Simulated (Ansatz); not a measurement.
**CH3Ga+ (doublet): wave-function methods side by side, cc-pVTZ**

One table from this session's results is given with a row withheld; the runs are named, their logs left out.

Computed with Ansatz 0.2.0, Gaussian basis. Level: cc-pVTZ, core rule «outside noble gas», up to 15 orbitals frozen.

The runs, in order: UHF; CCSD(T) on ROHF; CCSD(T) on UHF; BCCD(T) on ROHF; CCSDT(Q) on ROHF; CCSDT(Q) on UHF.

6 further runs of the same task are left out: 2 for a known fault of the program, 4 set aside as unsound or not needed.

## What is computed

The geometry is a PBE0/def2-TZVP stationary point (not a proven minimum) of the parent state, kept for this charge and spin. No spin-orbit coupling is included. The filled d shell of Ga may be among the frozen orbitals whatever the setting's name suggests; the logs give the count.

5 atoms, charge 1, spin multiplicity 2.

Atoms are counted from 1 here; the program's logs count them from 0.

Bond lengths: C1–Ga2 1.774 Å, C1–H3 1.083 Å, C1–H4 1.083 Å, Ga2–H5 1.531 Å. Angles: Ga2–C1–H3 121.4°, Ga2–C1–H4 121.4°, H3–C1–H4 117.2°, C1–Ga2–H5 180.0°.

Set-up of the first run:

The input, in.yaml:

```yaml
crystal:
  periodic: [false, false, false]
  atoms:
    - {symbol: C, position_ang: [0.000000, 0.000000, 1.485416]}
    - {symbol: Ga, position_ang: [0.000000, 0.000000, -0.288840]}
    - {symbol: H, position_ang: [0.000000, 0.924425, 2.049945]}
    - {symbol: H, position_ang: [0.000000, -0.924425, 2.049945]}
    - {symbol: H, position_ang: [0.000000, 0.000000, -1.820112]}
basis:
  gaussian: {orbitals: cc-pVTZ}
total_charge: 1
magnetization: {spin_polarized: true, initial_magnetization: 1}
hamiltonian: {xc: hf}
output: {orbitals: {seedname: orbitals}}
```

Started as:

```console
$ ansatz run in.yaml --threads 1 --pin off --events-out ev --progress --plain --max-ram 4096MiB --backend cpu
```

Among the steps run: UHF; CCSD(T) on ROHF; CCSD(T) on UHF; BCCD(T) on ROHF; CCSDT(Q) on ROHF; CCSDT(Q) on UHF.

One of the session's tables, all rows but one given; the rest of the session is left out.

```
   method  from UCCSDT(Q) (meV)
     ROHF               +6259.5
      UHF                     ?
     RMP2                +912.6
     UMP2                +924.5
    RCCSD                +209.8
    UCCSD                +206.5
 RCCSD(T)                 +27.7
 UCCSD(T)                 +26.6
  BCCD(T)                 +27.2
   RCCSDT                  +8.3
   UCCSDT                  +6.7
RCCSDT(Q)                  +1.8
UCCSDT(Q)                     0
```

**Question.** Estimate the row for UHF.

**Answer.** from UCCSDT(Q) (meV): +6156.8. In the column «from UCCSDT(Q) (meV)» it lies between UMP2 (+924.5) and ROHF (+6259.5).

Caveats from the session: Restricted and unrestricted rows rest on different reference determinants; where their highest levels disagree by more than a few hundredths of an eV, they describe different states and don't form one ladder.
